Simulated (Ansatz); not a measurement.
# InGaAs2: the cost of one run

Program: Ansatz 0.2.0. Level of theory: DFT LDA, scalar-relativistic, plane waves, PAW, and further levels as typed in the inputs. These are calculated values, not measurements.

## Step 1: Starting point

The structure is tetragonal, space group P-4m2 (No. 115). Conventional cell: a = 4.141 Å, b = 4.141 Å, c = 5.856 Å, α = 90.00°, β = 90.00°, γ = 90.00°. Ga (site symmetry -4m2) is surrounded by 4 As at 2.54 Å. In (site symmetry -4m2) has 4 As at 2.54 Å in its first shell of neighbours. As (site symmetry 2mm) is surrounded by 2 Ga at 2.54 Å and 2 In at 2.54 Å.

Coordinates:

```
Ga In As
1.0
     5.85580    0.00000    0.00000
     0.00000    5.85580    0.00000
     0.00000    0.00000    5.85580
Ga In As
2 2 4
Direct
  0.00000 0.00000 0.00000
  0.00000 0.50000 0.50000
  0.50000 0.00000 0.50000
  0.50000 0.50000 0.00000
  0.25000 0.25000 0.25000
  0.25000 0.75000 0.75000
  0.75000 0.25000 0.75000
  0.75000 0.75000 0.25000
```

## Step 2: Relaxing the atoms: InGaAs2, no spin

Input file input.yaml:

```yaml
crystal:
  lattice:
    - [5.8558, 0.0, 0.0]
    - [0.0, 5.8558, 0.0]
    - [0.0, 0.0, 5.8558]
  atoms:
    - { symbol: Ga, position: [0.0, 0.0, 0.0] }
    - { symbol: Ga, position: [0.0, 0.5, 0.5] }
    - { symbol: In, position: [0.5, 0.0, 0.5] }
    - { symbol: In, position: [0.5, 0.5, 0.0] }
    - { symbol: As, position: [0.25, 0.25, 0.25] }
    - { symbol: As, position: [0.25, 0.75, 0.75] }
    - { symbol: As, position: [0.75, 0.25, 0.75] }
    - { symbol: As, position: [0.75, 0.75, 0.25] }
scf:
  occupations: { method: gaussian, width: 0.02 }
output:
  forces: true
  stress: true
  eigenvalues: true
hamiltonian:
  xc: lda
kpoints:
  mp_grid: { grid: [5, 5, 5] }
relax:
  f_tol: 0.005
```

The run is started by

```sh
ansatz run input.yaml --threads 16 --pin off --max-ram 65536MiB --backend cpu --events-out ev --progress --plain --runs-dir out
```

**Question.** How long does this run take on 16 threads of Intel Xeon 6975P-C (Granite Rapids), shared host, and how much memory does it need?

About 7.6 s, with a peak of 1.4 GiB.
